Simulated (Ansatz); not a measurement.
# C₂H₆ClNSi: one species, many methods

An exercise on one series of results from a longer session: the logs are not shown, and one member is left open.

Program: Ansatz 0.2.0, Gaussian basis. Level of theory: functionals in def2-TZVPP, the program's frozen cores in correlated methods. These are calculated values, not measurements.

Levels to be run: PBE-D4, r2SCAN-D4, PBE0-D4, B3LYP-D4, ωB97X-V, ωB97M-V, B2PLYP; CCSD(T)/def2-TZVPP; MP2/def2-QZVPP; extrapolation to the limit.

### The geometry

The geometry comes from an earlier relaxation with PBE0-D4 in a triple-zeta def2 set; it is a stationary point, not always the lowest conformer.

SMILES `C/C=N\[SiH2]Cl`, 11 atoms, charge 0, spin multiplicity 1.

Atoms are counted from 1 here; the program's logs count them from 0.

Bond lengths: C1–C2 1.492 Å, C1–H6 1.095 Å, C1–H7 1.095 Å, C1–H8 1.088 Å, C2–N3 1.256 Å, C2–H9 1.101 Å, N3–Si4 1.698 Å, Si4–Cl5 2.079 Å, Si4–H10 1.478 Å, Si4–H11 1.478 Å. Angles: C2–C1–H6 109.3°, C2–C1–H7 109.3°, C2–C1–H8 112.4°, H6–C1–H7 106.3°, H6–C1–H8 109.7°, H7–C1–H8 109.7°, C1–C2–N3 128.4°, C1–C2–H9 114.2°, N3–C2–H9 117.5°, C2–N3–Si4 141.0°, N3–Si4–Cl5 118.3°, N3–Si4–H10 107.2°, N3–Si4–H11 107.2°, Cl5–Si4–H10 105.9°, Cl5–Si4–H11 106.0°, H10–Si4–H11 112.4°.

Set-up of the first run:

Contents of in.yaml:

```yaml
crystal:
  periodic: [false, false, false]
  atoms:
    - {symbol: C, position_ang: [-0.850251, -1.114305, 0.866244]}
    - {symbol: C, position_ang: [0.520760, -0.528548, 0.916664]}
    - {symbol: N, position_ang: [1.028683, 0.333879, 0.157529]}
    - {symbol: Si, position_ang: [0.652624, 1.285948, -1.197614]}
    - {symbol: Cl, position_ang: [-1.244728, 1.108839, -2.029400]}
    - {symbol: H, position_ang: [-1.357613, -0.929577, 1.818667]}
    - {symbol: H, position_ang: [-0.775339, -2.201817, 0.764485]}
    - {symbol: H, position_ang: [-1.444969, -0.709928, 0.049821]}
    - {symbol: H, position_ang: [1.147880, -0.918711, 1.732891]}
    - {symbol: H, position_ang: [0.786834, 2.700024, -0.790061]}
    - {symbol: H, position_ang: [1.601623, 0.917094, -2.268628]}
basis:
  gaussian: {orbitals: def2-TZVPP}
hamiltonian: {xc: pbe, dispersion: d4}
output: {forces: true, orbitals: {seedname: orbitals}}
```

Run with:

```bash
$ ansatz run in.yaml --threads 4 --pin off --events-out ev --progress --plain --max-ram 10444MiB
```

Among the steps run: PBE-D4 (GGA); r2SCAN-D4 (meta-GGA); PBE0-D4 (hybrid); B3LYP-D4 (hybrid); ωB97X-V (range-separated); ωB97M-V (range-separated); B2PLYP (double hybrid); CCSD(T) in def2-TZVPP; MP2 in def2-QZVPP.

One of the session's tables, all rows but one given; the rest of the session is left out.

```
            method  atomisation energy (kJ/mol)
            PBE-D4                       4167.4
         r2SCAN-D4                            ?
           PBE0-D4                       4097.7
          B3LYP-D4                       4095.0
           ωB97X-V                       4104.6
           ωB97M-V                       4104.5
            B2PLYP                       4044.5
     HF/def2-TZVPP                       2977.5
    MP2/def2-TZVPP                       4027.7
   CCSD/def2-TZVPP                       3904.3
CCSD(T)/def2-TZVPP                       3967.3
           MP2/CBS                       4143.0
       CCSD(T)/CBS                       4082.6
```

Estimate the missing values for r2SCAN-D4.

The run gave: atomisation energy (kJ/mol): 4091.8. In the column «atomisation energy (kJ/mol)» it lies between CCSD(T)/CBS (4082.6) and B3LYP-D4 (4095.0).

Caveats from the session: Free atoms (2 C, 1 N, 1 Si, 1 Cl, 6 H) were run apart at each level; the atomisation energy is their sum less the molecule, without zero-point or spin-orbit terms.
